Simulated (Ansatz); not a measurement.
Runs of Ansatz 0.2.0 on CsLiCr2Te2S3. The structure is trigonal, space group R32 (No. 155). Conventional cell: a = 6.639 Å, b = 6.639 Å, c = 20.639 Å, α = 90.00°, β = 90.00°, γ = 120.00°. Around Cs (site symmetry 32) lie 6 Te at 3.84 Å and 6 S at 4.04 Å and 2 Cr at 4.16 Å. Around Li (site symmetry 32) lie 3 S at 2.41 Å. Cr (site symmetry 3) is surrounded by 3 S at 2.24 Å and 1 Te at 2.45 Å. Around Te (site symmetry 3) lie 1 Cr at 2.45 Å. Around S (site symmetry 2) lie 2 Cr at 2.24 Å and 1 Li at 2.41 Å. The cell was built by a generator and needn't be a form met in nature.

```tsv
potentials or basis	cutoff (eV)	gap on the mesh (eV)	pressure (GPa)	moment (μB)	largest force (eV/Å)
Ansatz NC with PseudoDojo standard (PBE files)	1279	none	0.0	4.00	0.01
SPMS NC	871	none	0.3	4.00	0.13
Ansatz PAW earlier set	1070	none	0.0	4.00	0.01
PseudoDojo standard (PBE files)	1279	none	(a)	4.00	0.10
JTH PAW	1230	none	0.1	4.00	(b)
```

Alike in all rows: task single point; level PBE; spin collinear, ferromagnetic start; cell as given; k mesh 5 × 5 × 5; smearing fermi-dirac 0.05 eV.

Question: Estimate the missing entries.

Answer: (a) 0.2; (b) 0.08.

Caveats: only a ferromagnetic start was run, and an antiferromagnetic order may lie lower in energy.

A k mesh can miss the band edges, and the runs leave out spin-orbit coupling on Cs, Te.

A gap of «none» marks a metal or a gap under the smearing width.

Not every run made on this cell is shown here.
